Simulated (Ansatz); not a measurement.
**B2O2 (diboron dioxide): wB97X/aug-cc-pVDZ**

Aim: the vertical singlet–triplet gap of B2O2 (diboron dioxide) at wB97X/aug-cc-pVDZ, from 2 runs. 

The results are computed with Ansatz 0.2.0.

47 further runs of the same task are left out: 5 that didn't finish, 42 set aside as unsound or not needed.

### Step 1. The system as given

B2O2 has 4 atoms, charge 0, and is taken as a singlet. As SMILES, `O=BB=O`. The coordinates come from a PBE0-D4/def2-TZVP relaxation.

Bond lengths: O1–B2 1.197 Å, B2–B3 1.640 Å, B3–O4 1.197 Å. Angles: O1–B2–B3 180.0°, B2–B3–O4 180.0°.

### Step 2. The energy at wB97X/aug-cc-pVDZ

Contents of run.yaml:

```yaml
crystal:
  periodic: [false, false, false]
  atoms:
    - {symbol: O, position_ang: [-0.743090, 0.459760, 1.817650]}
    - {symbol: B, position_ang: [-0.302300, 0.187070, 0.739120]}
    - {symbol: B, position_ang: [0.302150, -0.186920, -0.739220]}
    - {symbol: O, position_ang: [0.743230, -0.459920, -1.817550]}
basis:
  gaussian:
    orbitals: aug-cc-pVDZ
hamiltonian:
  xc: {name: wB97X}
accuracy: high
output:
  orbitals: {seedname: orbitals}
```

The run is started by

```
$ ansatz run run.yaml --threads 1 --pin off --max-ram 3480MiB --events-out events.jsonl --progress --plain --runs-dir runs
```

The program printed:

```text
Warning: RAYON_NUM_THREADS=1 ignored (pool sized by the plan → 1); use --threads N
Functional definition: wB97X
  name "wB97X"
  parameter omega = 0.3/bohr
  parameter cx = 0.157706
  parameter cx1 = 0.726479
  parameter cx2 = 1.04760
  parameter cx3 = -5.70635
  parameter cx4 = 13.2794
  parameter css1 = -4.33879
  parameter css2 = 18.2308
  parameter css3 = -31.7430
  parameter css4 = 17.2901
  parameter cos1 = 2.37031
  parameter cos2 = -11.3995
  parameter cos3 = 6.58405
  parameter cos4 = -3.78132
  exchange = spin_sum(e_x_unif_sr(omega)*poly(b97_u_x, 1 - cx, cx1, cx2, cx3, cx4)) + cx*exact_x_sr(omega)
      + exact_x_lr(omega)
  correlation = spin_sum(e_c_pw_same_spin*poly(b97_u_same, 1, css1, css2, css3, css4))
      + integral(e_c_pw_opposite_spin*poly(b97_u_opposite, 1, cos1, cos2, cos3, cos4))
1577 factors; integrals over basis functions are off by at most 2.7e-9 eV
427 factors; integrals over basis functions are off by at most 1.5e-9 eV
mean field evaluation 1: about -5437.3860 eV, gradient 7.4e1 eV
mean field evaluation 2: about -5418.6438 eV, gradient 1.3e2 eV
mean field evaluation 4: about -5447.8001 eV, gradient 1.3e0 eV
mean field evaluation 8: about -5447.8063 eV, gradient 6.3e-3 eV
mean field evaluation 16: about -5447.8063 eV, gradient 8.5e-7 eV
mean field -5447.80633336 eV, -200.2031900953 hartree, gradient 7.2e-8 eV, S^2 0.000000; 0 other end points of the search recorded, 0 dependent functions left out
reference -5447.80632626 eV, -200.2031898342 hartree; 13, 13 occupied and 79, 79 virtual orbitals, 1577 factors
Total energy: -5447.80632626 eV, -200.2031898342 hartree
```

Run time: 6.9 s. Hardware: 1 thread of Intel Xeon 6975P-C (Granite Rapids), shared host; peak memory 0.39 GiB.

### Step 3. The triplet, same level

Contents of molecule.yaml:

```yaml
crystal:
  periodic: [false, false, false]
  atoms:
    - {symbol: O, position_ang: [-0.743090, 0.459760, 1.817650]}
    - {symbol: B, position_ang: [-0.302300, 0.187070, 0.739120]}
    - {symbol: B, position_ang: [0.302150, -0.186920, -0.739220]}
    - {symbol: O, position_ang: [0.743230, -0.459920, -1.817550]}
basis:
  gaussian: {orbitals: aug-cc-pVDZ}
hamiltonian: {xc: {name: wB97X}}
output: {orbitals: {seedname: orbitals}}
magnetization: {spin_polarized: true, initial_magnetization: 2}
accuracy: high
```

The run is started by

```
$ ansatz run molecule.yaml --threads 1 --pin off --max-ram 3480MiB --events-out events.jsonl --progress --plain --runs-dir runs
```

The program printed:

```text
Warning: RAYON_NUM_THREADS=1 ignored (pool sized by the plan → 1); use --threads N
[... 17 set-up lines as earlier in the session ...]
      + exact_x_lr(omega)
[... 1 set-up line as earlier in the session ...]
      + integral(e_c_pw_opposite_spin*poly(b97_u_opposite, 1, cos1, cos2, cos3, cos4))
1577 factors; integrals over basis functions are off by at most 2.7e-9 eV
427 factors; integrals over basis functions are off by at most 1.5e-9 eV
mean field evaluation 1: about -5436.4962 eV, gradient 3.4e1 eV
mean field evaluation 2: about -5434.9944 eV, gradient 4.1e1 eV
mean field evaluation 4: about -5440.8922 eV, gradient 7.0e-1 eV
mean field evaluation 8: about -5440.9847 eV, gradient 1.0e-1 eV
mean field evaluation 16: about -5440.9850 eV, gradient 5.9e-4 eV
mean field evaluation 32: about -5441.4673 eV, gradient 2.2e-2 eV
mean field evaluation 64: about -5441.1303 eV, gradient 2.6e0 eV
mean field -5441.46735082 eV, -199.9702367836 hartree, gradient 1.5e-8 eV, S^2 2.006755; 6 other end points of the search recorded, 0 dependent functions left out
reference -5441.46734626 eV, -199.9702366161 hartree; 14, 12 occupied and 78, 80 virtual orbitals, 1577 factors
Total energy: -5441.46734626 eV, -199.9702366161 hartree
```

Wall time 2.7 min (1 thread of Intel Xeon 6975P-C (Granite Rapids), shared host); peak memory 0.69 GiB.

### Step 4. Summary of results

At wB97X/aug-cc-pVDZ:

| quantity | value |
| --- | --- |
| singlet: total energy | -200.20319 Eh |
| singlet: HOMO energy | -13.48 eV |
| singlet: LUMO energy | -0.24 eV |
| singlet: HOMO–LUMO gap | 13.24 eV |
| triplet: total energy | -199.97024 Eh |
| triplet: HOMO energy (highest over α and β) | -7.41 eV |
| triplet: LUMO energy (lowest over α and β) | -6.37 eV |
| triplet: ⟨S²⟩ | 2.007 |
| vertical energy of the triplet above the singlet | 6.339 eV |

In words: At this shape the triplet lies 6.34 eV (146 kcal/mol) above the singlet.
